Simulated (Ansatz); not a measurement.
A nudged elastic band was laid between two geometries of a periodic cell of 17 atoms, AlSi$_{16}$ (host Si, host structure diamond, interstitial Al).

Method: DFT LDA, scalar-relativistic, plane waves, PAW (Ansatz 0.2.0). Settings: PAW set soft_1, cutoff 420 eV, k mesh 2x2x2, gaussian smearing 0.05 eV, spin collinear.

```json
{"movable images": "7", "climbing image": "yes", "spring": "5.0 eV/Å²", "optimiser": "lbfgs", "start path": "IDPP", "force threshold": "0.05 eV/Å", "iteration limit": "34", "end points": "relaxed"}
```

First end point:

```xyz
17
Lattice="0.0000 5.4300 5.4300 5.4300 0.0000 5.4300 5.4300 5.4300 0.0000" Properties=species:S:1:pos:R:3
Si 0.008 -0.007 -0.011
Si 1.339 1.363 1.359
Si 2.665 2.766 -0.046
Si 4.069 4.092 1.359
Si 2.666 -0.042 2.762
Si 4.068 1.363 4.089
Si 5.474 2.766 2.763
Si 6.783 4.079 4.074
Si 0.010 2.734 2.730
Si 1.352 4.080 4.075
Si 2.698 5.422 2.730
Si 4.069 6.793 4.058
Si 2.697 2.735 5.417
Si 4.069 4.062 6.789
Si 5.472 5.389 5.386
Si 6.800 6.793 6.788
Al 4.069 6.793 6.789
```

Last end point:

Only the atoms that move by more than 0.05 Å are listed.
```
Si2 1.312 1.311 1.312
Si3 2.716 2.714 -0.014
Si4 4.119 4.118 1.312
Si5 2.716 -0.015 2.716
Si6 4.120 1.310 4.120
Si7 5.445 2.714 2.716
Si10 1.312 4.118 4.119
Si15 5.432 5.429 5.432
Al17 2.716 8.144 8.146
```

Problem. What changes between the two ends?

Solution. Contacts lost: Si15–Al17. Contacts made: Si10–Al17. The atom that moves furthest is Al17, by 2.34 Å; four of its nearest neighbours are Si15 2.43, Si5 2.43, Si7 2.43, Si3 2.43 Å at the first end and Si2 2.43, Si10 2.43, Si4 2.43, Si6 2.43 Å at the last.

Problem. What energy profile does the band end with?

Solution. The run converged. The highest image is number 4 of 0 to 8, 0.77 eV above the ends, which have the same energy within 2 meV. By the program's own check the climbing image is of a kind that is not told: the force calls were inconclusive, a negative curvature could not be distinguished from the path's own, the only one lies far off the path, or fixed occupations may fill a level only in part (lowest curvatures found: -3.59 and 0.72 eV/Å²). Limits of this set-up: coarse k mesh, PAW files made for another functional, a small cell, in which the defect meets its images.

```csv
image,path coordinate (Å),energy (eV),Si15–Al17 (Å),Si10–Al17 (Å)
0,0.00,0.00,2.43,4.70
1,0.36,0.05,2.47,4.40
2,0.72,0.23,2.59,4.05
3,1.08,0.57,2.89,3.65
4,1.44,0.77,3.26,3.26
5,1.80,0.57,3.65,2.89
6,2.16,0.23,4.05,2.59
7,2.52,0.05,4.40,2.47
8,2.88,0.00,4.70,2.43
```

Problem. What is the geometry of the highest image?

Solution. 
```xyz
17
Lattice="0.0000 5.4300 5.4300 5.4300 0.0000 5.4300 5.4300 5.4300 0.0000" Properties=species:S:1:pos:R:3:forces:R:3
Si 0.156 -0.157 -0.161 0.04 -0.03 -0.02
Si 1.236 1.282 1.279 -0.01 -0.02 -0.02
Si 2.634 2.796 -0.119 -0.02 0.02 -0.01
Si 4.148 4.194 1.279 0.02 0.00 -0.02
Si 2.635 -0.116 2.792 -0.01 0.01 0.02
Si 4.147 1.283 4.190 0.01 -0.01 -0.02
Si 5.545 2.795 2.792 -0.01 0.01 0.02
Si 6.624 4.235 4.231 -0.02 0.03 0.04
Si -0.012 2.675 2.677 0.00 -0.01 -0.02
Si 1.514 3.918 3.920 0.03 -0.03 -0.04
Si 2.757 5.444 2.677 0.01 0.00 -0.02
Si 4.032 6.831 4.064 -0.02 0.02 0.00
Si 2.757 2.675 5.446 0.01 -0.01 0.00
Si 4.032 4.062 6.833 -0.02 0.00 0.01
Si 5.274 5.588 5.590 -0.04 0.04 0.03
Si 6.800 6.830 6.833 0.00 0.02 0.01
Al 3.390 7.469 7.464 0.02 -0.01 0.02
```

The band took 24 iterations and about 18 core-minutes.

Run time: 10 min on 2 threads of Arm Neoverse V1, with other jobs on the host, peak memory 1.5 GiB.
